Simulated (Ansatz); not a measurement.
# CH₅BrFGaOSi: a ladder of functionals and wavefunction methods

How much do the methods differ for CH₅BrFGaOSi? The plan is to run it at one geometry with functionals of several rungs and with coupled cluster. The yardstick is the atomisation energy at the CCSD(T) limit.

Computed with Ansatz 0.2.0, Gaussian basis. Level: functionals in def2-TZVPP, the program's frozen cores in correlated methods.

Levels to be run: LDA (SPW92), PBE-D4, revPBE-D4, BLYP-D4, r2SCAN-D4, B97M-V, PBE0-D4, B3LYP-D4, r2SCANh-D4, r2SCAN0-D4, HSE06-D4, BHLYP-D4, CAM-B3LYP-D4, LC-ωPBE, ωB97X-V, ωB97M-V, B2PLYP, PBE-QIDH; CCSD(T)/def2-SVP; CCSD(T)/def2-TZVPP; MP2/def2-QZVPP; extrapolation to the limit; RPA on PBE.

**1. The geometry**

An earlier PBE0-D4 in a triple-zeta def2 set relaxation fixed the geometry.

SMILES `FC([SiH3])[O][GaH][Br]`, 11 atoms, charge 0, spin multiplicity 1.

Atoms are counted from 1 here; the program's logs count them from 0.

Bond lengths: F1–C2 1.510 Å, C2–Si3 1.918 Å, C2–O4 1.343 Å, C2–H7 1.099 Å, Si3–H8 1.481 Å, Si3–H9 1.484 Å, Si3–H10 1.485 Å, O4–Ga5 1.852 Å, Ga5–Br6 2.284 Å, Ga5–H11 1.546 Å. Angles: F1–C2–Si3 106.2°, F1–C2–O4 104.0°, F1–C2–H7 101.6°, Si3–C2–O4 114.8°, Si3–C2–H7 115.0°, O4–C2–H7 113.4°, C2–Si3–H8 108.1°, C2–Si3–H9 106.7°, C2–Si3–H10 109.5°, H8–Si3–H9 111.2°, H8–Si3–H10 111.4°, H9–Si3–H10 109.9°, C2–O4–Ga5 103.6°, O4–Ga5–Br6 113.3°, O4–Ga5–H11 121.2°, Br6–Ga5–H11 123.1°.

Geometry (Å):

```mol
CH5BrFGaOSi
  3D, bonds by distance, orders not assigned

 11 10  0  0  0  0  0  0  0  0999 V2000
   -1.2470   -0.4185    0.5204 F   0  0
    0.0441   -0.8264   -0.1476 C   0  0
    1.4529   -0.2862    1.0366 Si  0  0
    0.0192   -0.1811   -1.3254 O   0  0
   -1.5438    0.8089   -1.2462 Ga  0  0
   -1.2163    2.9586   -0.5463 Br  0  0
   -0.0907   -1.9127   -0.2431 H   0  0
    1.3752    1.1831    1.2021 H   0  0
    2.7284   -0.6864    0.3926 H   0  0
    1.3015   -0.9856    2.3378 H   0  0
   -2.8235    0.3462   -1.9808 H   0  0
  1  2  8  0
  2  3  8  0
  2  4  8  0
  4  5  8  0
  5  6  8  0
  2  7  8  0
  3  8  8  0
  3  9  8  0
  3 10  8  0
  5 11  8  0
M  END
```

**2. LDA**

This LDA is Slater exchange with PW92 correlation.

in.yaml reads:

```yaml
crystal:
  periodic: [false, false, false]
  atoms:
    - {symbol: F, position_ang: [-1.247043, -0.418514, 0.520402]}
    - {symbol: C, position_ang: [0.044092, -0.826394, -0.147645]}
    - {symbol: Si, position_ang: [1.452884, -0.286158, 1.036582]}
    - {symbol: O, position_ang: [0.019179, -0.181089, -1.325392]}
    - {symbol: Ga, position_ang: [-1.543781, 0.808853, -1.246195]}
    - {symbol: Br, position_ang: [-1.216280, 2.958587, -0.546342]}
    - {symbol: H, position_ang: [-0.090665, -1.912668, -0.243090]}
    - {symbol: H, position_ang: [1.375177, 1.183150, 1.202112]}
    - {symbol: H, position_ang: [2.728418, -0.686418, 0.392574]}
    - {symbol: H, position_ang: [1.301493, -0.985564, 2.337755]}
    - {symbol: H, position_ang: [-2.823475, 0.346203, -1.980762]}
basis:
  gaussian: {orbitals: def2-TZVPP}
hamiltonian: {xc: lda}
output: {orbitals: {seedname: orbitals}}
```

Run with:

```console
ansatz run in.yaml --threads 2 --pin off --events-out ev --progress --plain --max-ram 22528MiB --backend cuda --devices 0, --max-vram 18GiB
```

The runs that follow: PBE-D4 (GGA); revPBE-D4 (GGA); BLYP-D4 (GGA); r2SCAN-D4 (meta-GGA); B97M-V (meta-GGA); PBE0-D4 (hybrid); B3LYP-D4 (hybrid); r2SCANh-D4 (hybrid); r2SCAN0-D4 (hybrid); HSE06-D4 (hybrid); BHLYP-D4 (hybrid); CAM-B3LYP-D4 (range-separated); LC-ωPBE (range-separated); ωB97X-V (range-separated); ωB97M-V (range-separated); B2PLYP (double hybrid); PBE-QIDH (double hybrid); CCSD(T) in def2-SVP; CCSD(T) in def2-TZVPP; MP2 in def2-QZVPP; RPA on PBE orbitals.

Q: Predict the results of all the runs planned. Wanted: atomisation energy, CCSD(T)/CBS; farthest beyond LDA; mean size of error, GGA; mean size of error, meta-GGA; mean size of error, hybrid; mean size of error, range-separated; mean size of error, double hybrid; gap, smallest and largest; T1 diagnostic.

The runs gave:

| quantity | value |
| --- | --- |
| atomisation energy, CCSD(T)/CBS | 3563.9 kJ/mol |
| functionals within 35.6 kJ/mol (1.0 %) | PBE-D4, r2SCAN-D4, B97M-V, r2SCANh-D4, CAM-B3LYP-D4, ωB97X-V, ωB97M-V |
| farthest beyond LDA | BHLYP-D4 (-149.7 kJ/mol) |
| mean size of error, GGA | 51.3 kJ/mol |
| mean size of error, meta-GGA | 10.6 kJ/mol |
| mean size of error, hybrid | 61.8 kJ/mol |
| mean size of error, range-separated | 19.5 kJ/mol |
| mean size of error, double hybrid | 58.9 kJ/mol |
| gap, smallest and largest | 4.31 eV (LDA (SPW92)), 11.67 eV (LC-ωPBE) |
| T1 diagnostic | 0.0126 |
| triples share of the correlation energy | 3.6 % |

**Reading.** The LDA atomisation energy is off by 539.4 kJ/mol (15 %): it overbinds. PBE-D4 misses by +28.7 kJ/mol. Double hybrids carry the basis error of their MP2 part in triple zeta, and no dispersion term here, so their miss is partly the set-up's. The rungs meta-GGA, range-separated miss on average by less than the doubt on the reference (35.6 kJ/mol), so they tie. Misses under about 35.6 kJ/mol are within the doubt on the reference itself, which lacks core-valence correlation, relativity and higher excitations, and its outer-core shells are covered unevenly. All levels share the lack of spin-orbit coupling, which lowers the free heavy atoms and so the true binding. Hartree-Fock recovers 71 % of the binding; the rest is correlation. CCSD(T) in def2-SVP is off by -218.8 kJ/mol, so the small basis spoils what the method gains. The gap grows from 4.3 to 11.7 eV across the functionals, mostly with the share of exact exchange. Correlated methods include outer-core shells of Br, Ga, which these sets cover unevenly.
